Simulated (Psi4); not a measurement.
# Two attempts at CHBrCl− (SMILES Cl[CH-]Br)

Wanted: a single-point energy of CHBrCl−, HF-D3(BJ)/aug-cc-pVTZ (ZORA, density fitting).

The calculation is run with Psi4 1.11.

5 further runs of the same task are left out: 1 that didn't finish, 4 set aside as unsound or not needed.

## Step 1: The molecule

The species is CHBrCl− (4 atoms), meant as a singlet with charge -1. SMILES: `Cl[CH-]Br`. The shape is that of a GFN2-xTB optimisation.

Bond lengths: Cl1–C2 1.837 Å, C2–Br3 2.025 Å, C2–H4 1.116 Å. Angles: Cl1–C2–Br3 107.2°, Cl1–C2–H4 101.3°, Br3–C2–H4 100.2°.

## Step 2: Try one

The input, job.inp:

```
memory 1600 MB

molecule {
  -1 1
  Cl    -1.574350     0.290000    -0.425680
  C      0.245590     0.052990    -0.494500
  Br     0.722340    -1.324760     0.911050
  H      0.606420     0.981770     0.009130
}

set {
  basis aug-cc-pVTZ
  scf_type disk_df
  maxiter 5
  relativistic zora
}

energy_value, wavefunction = energy("hf-d3bj2b", return_wfn=True)
print_variables()
```

Started as:

```bash
$ psi4 -i job.inp -o job.out -n 1
```

job.out:

```text
Psi4 1.11 release

Relativistic analytic gradients are not implemented yet, re-routing to finite differences.

   => Loading Basis Set <=

    Name: AUG-CC-PVTZ
    Role: ORBITAL
    Keyword: BASIS

   => HF-D3(BJ): Empirical Dispersion <=

        s6 =       1.000000
        s8 =       0.917100
        a1 =       0.338500
        a2 =       2.883000

         ---------------------------------------------------------
                                   SCF
                              RHF Reference
                        1 Threads,   1525 MiB Core
         ---------------------------------------------------------

  ==> Geometry <==

    Molecular point group: c1
    Full point group: C1

    Geometry (in Angstrom), charge = -1, multiplicity = 1:

[... 101 lines left out ...]
                           Total Energy        Delta E     RMS |[F,P]|
[... 2 lines left out ...]
   @DF-RHF iter   1: -3117.69732755416317   -2.23697e+00   5.85661e-03 DIIS/ADIIS
[... 1 line left out ...]
   @DF-RHF iter   3: -3117.93616006547518   -4.75693e-02   1.56536e-04 DIIS/ADIIS
[... 1 line left out ...]
   @DF-RHF iter   5: -3117.93703866842134   -1.28351e-04   1.98462e-05 DIIS
[... 1 line left out ...]
PsiException: Could not converge SCF iterations in 5 iterations.

  Failed to converge.

psi4.driver.p4util.exceptions.SCFConvergenceError: Could not converge SCF iterations in 5 iterations.

Printing out the relevant lines from the Psithon --> Python processed input file:
    core.IO.set_default_namespace("")
    core.set_global_option("BASIS", "aug-cc-pVTZ")
    core.set_global_option("SCF_TYPE", "disk_df")
    core.set_global_option("MAXITER", 5)
    core.set_global_option("RELATIVISTIC", "zora")
--> energy_value, wavefunction = energy("hf-d3bj2b", return_wfn=True)
    print_variables()

!-----------------------------------------------------!
!                                                     !
!  Could not converge SCF iterations in 5 iterations. !
!                                                     !
!-----------------------------------------------------!

    Psi4 run time: 0:00:43.54
```

Run time: 45 s. Hardware: 1 thread of INTEL XEON PLATINUM 8581C at 2.30GHz (Emerald Rapids), shared host; peak memory 1 GiB.

## Step 3: Reading the log

The run stopped without converging.

The log says `Could not converge SCF iterations in 5 iterations.`. The cause is that the iteration cap is too low for convergence. To mend it: iteration cap at its default in place of 5.

## Step 4: The mended input

The input, calc.inp:

```
memory 1600 MB

molecule system {
  -1 1
  Cl    -1.574350     0.290000    -0.425680
  C      0.245590     0.052990    -0.494500
  Br     0.722340    -1.324760     0.911050
  H      0.606420     0.981770     0.009130
}

set basis aug-cc-pVTZ
set scf_type disk_df
set relativistic zora

energy('hf-d3bj2b')
print_variables()
```

Started as:

```bash
$ psi4 -i calc.inp -o calc.out -n 1
```

calc.out:

```text
[...]
  Running in c1 symmetry.
[...]
  Nuclear repulsion =  199.698115555694244
[...]
  Multiplicity = 1
[...]
  Nalpha       = 30
  Nbeta        = 30
[...]
    Number of basis functions: 178
[...]
   @DF-RHF iter   1: -3117.69732755416317   -2.23697e+00   5.85661e-03 ADIIS/DIIS
[...]
   @DF-RHF iter   9: -3117.93705889053126   -1.89548e-07   4.76672e-07 DIIS
[...]
    Orbital Energies [Eh]
    ---------------------
    Doubly Occupied:
       1A   -505.696871     2A   -105.441616     3A    -67.029189
       4A    -59.201707     5A    -59.200233     6A    -59.200135
       7A    -11.107947     8A    -10.432492     9A     -9.927830
      10A     -7.839272    11A     -7.837971    12A     -7.837747
      13A     -7.328401    14A     -7.323647    15A     -7.323261
      16A     -2.930386    17A     -2.928256    18A     -2.928006
      19A     -2.922381    20A     -2.922374    21A     -0.923502
      22A     -0.825580    23A     -0.614724    24A     -0.363887
      25A     -0.315329    26A     -0.298561    27A     -0.241689
      28A     -0.216889    29A     -0.206616    30A     -0.114925
[...]
  @DF-RHF Final Energy: -3117.93705889053126
   => Energetics <=
    Nuclear Repulsion Energy =            199.6981155556942440
    One-Electron Energy =               -4732.2518971403987962
    Two-Electron Energy =                1414.6445749830440946
    Total Energy =                      -3117.9370588905312616
[...]
 Multipole Moments:
 ------------------------------------------------------------------------------------
     Multipole            Electronic (a.u.)      Nuclear  (a.u.)        Total (a.u.)
 ------------------------------------------------------------------------------------
 L = 1.  Multiply by 2.5417464519 to convert [e a0] to [Debye]
 Dipole X            :          4.0371611           -3.7121627            0.3249984
 Dipole Y            :         -5.9789056            5.6729842           -0.3059214
 Dipole Z            :          4.8056913           -3.8951215            0.9105698
 Magnitude           :                                                    1.0140756
[...]
```

Run time: 47 s. Hardware: 1 thread of INTEL XEON PLATINUM 8581C at 2.30GHz (Emerald Rapids), shared host; peak memory 1 GiB.

## Step 5: Outcome

At HF-D3(BJ)/aug-cc-pVTZ (ZORA, density fitting):

| quantity | value |
| --- | --- |
| total energy | -3117.93706 Eh |
| HOMO energy | -3.13 eV |
| LUMO energy | 4.05 eV |
| HOMO–LUMO gap (to an unbound level, set by the basis) | 7.17 eV |
| dispersion energy | -73.13 kJ/mol |

What this shows: The basis was contracted for non-relativistic atoms, which limits what the relativistic Hamiltonian can do in the core.
